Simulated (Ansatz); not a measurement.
# PdSO: the cost of one run

The runs shown are made with Ansatz 0.2.0. PAW datasets, plane waves. These are computed values for a spin-unpolarised cell that may be hypothetical; none is a measurement.

### 1 Starting point

The cell was relaxed beforehand with r2SCAN.

In-plane lattice: a = 3.858 Å, b = 3.858 Å, γ = 120.0°; thickness between the outer nuclei 1.61 Å. Pd has 3 S at 2.33 Å and 3 O at 2.41 Å; O has 1 S at 1.61 Å; S has 1 O at 1.61 Å and 3 Pd at 2.33 Å.

As a file:

```xyz
3
Lattice="3.8582 0.0000 0.0000 -1.9291 3.3413 0.0000 0.0000 0.0000 29.5639" Properties=species:S:1:pos:R:3 pbc="T T F"
Pd    0.0000    2.2275    8.9296
O     1.9291    1.1138    9.8391
S     1.9291    1.1138    8.2313
```
Periodic in the plane only; c spans the vacuum.

### 2 Band structure with PBE

Input file input.yaml:

```yaml
crystal:
  lattice:
    - [3.8581942808, 0.0, 0.0]
    - [-1.9290971404, 3.3412942599, 0.0]
    - [0.0, 0.0, 29.5638845584]
  atoms:
    - { symbol: Pd, position: [0.3333333333, 0.6666666667, 0.3020434966] }
    - { symbol: O, position: [0.6666666667, 0.3333333333, 0.3328083495] }
    - { symbol: S, position: [0.6666666667, 0.3333333333, 0.2784246195] }
  periodic: [true, true, false]
kpoints:
  mp_grid: { grid: [12, 12, 1] }
  band_path:
    path:
      - [0, 0, 0]
      - [0.5, 0, 0]
      - [0.3333333333333, 0.3333333333333, 0]
      - [0, 0, 0]
    npoints: 10
hamiltonian:
  xc: pbe
scf:
  occupations: { method: fermi_dirac, width: 0.02 }
  n_extra_bands: 4
output:
  forces: true
  stress: true
  eigenvalues: true
```

Command:

```console
> ansatz run input.yaml --threads 4 --pin off --max-ram 5529MiB --backend cpu --events-out ev --progress --plain --runs-dir out
```

Q: Estimate wall time and peak memory on 4 threads of Arm Neoverse V1, shared host.

About 7.5 s, with a peak of 0.64 GiB.
